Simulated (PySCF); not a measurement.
# CH8GaNS: the cost of one run

Programs: PySCF 2.14.0, with density-fitted response routines of our own. Each step states its level of theory. These are calculated values for one molecule in the gas phase, unless marked as measured. Atoms are numbered from 0 throughout.

### Step 1. The starting structure

12 atoms, charge 0, multiplicity 1; geometry from: GFN2-xTB. The atoms were then displaced at random by about 0.01 Å, so the start is not that level's minimum.

Bonds of the start (Å): C0–S1 1.85, S1–Ga2 2.25, Ga2–N3 2.14, C0–H4 1.08, C0–H5 1.12, C0–H6 1.06, Ga2–H7 1.56, Ga2–H8 1.53, N3–H9 1.04, N3–H10 1.04, N3–H11 1.01.

### Step 2. Relaxing the molecule at PBE0-D3(BJ)/def2-SVP

The job: settings as JSON, then the geometry in Å.

```
{"job": {"xc": "PBE0", "basis": "def2-SVP", "d3": "d3bj", "grid": 1, "shake": 0.01, "kind": "geom"}, "charge": 0, "multiplicity": 1}
C      2.495110    -0.270980    -0.155580
S      0.936690    -0.889060     0.623260
Ga    -0.472380     0.758500     0.033350
N     -2.255310    -0.408630     0.165430
H      3.012740     0.361600     0.545940
H      2.227800     0.340140    -1.053290
H      3.082250    -1.112130    -0.430350
H     -0.868770     1.889240     1.025030
H     -0.377950     1.191190    -1.436040
H     -3.147050     0.084160    -0.062530
H     -2.376000    -0.729170     1.145630
H     -2.217450    -1.243140    -0.409890
```

Run with:

```bash
> OMP_NUM_THREADS=1 python probes_run.py task.json out
```

The driver reads the jobs from task.json and runs them one after another.

**Question.** How long does this first job take on 1 thread of Arm Neoverse V2, shared host, and how much memory does it need?

About 97 s, with a peak of 0.5 GiB.
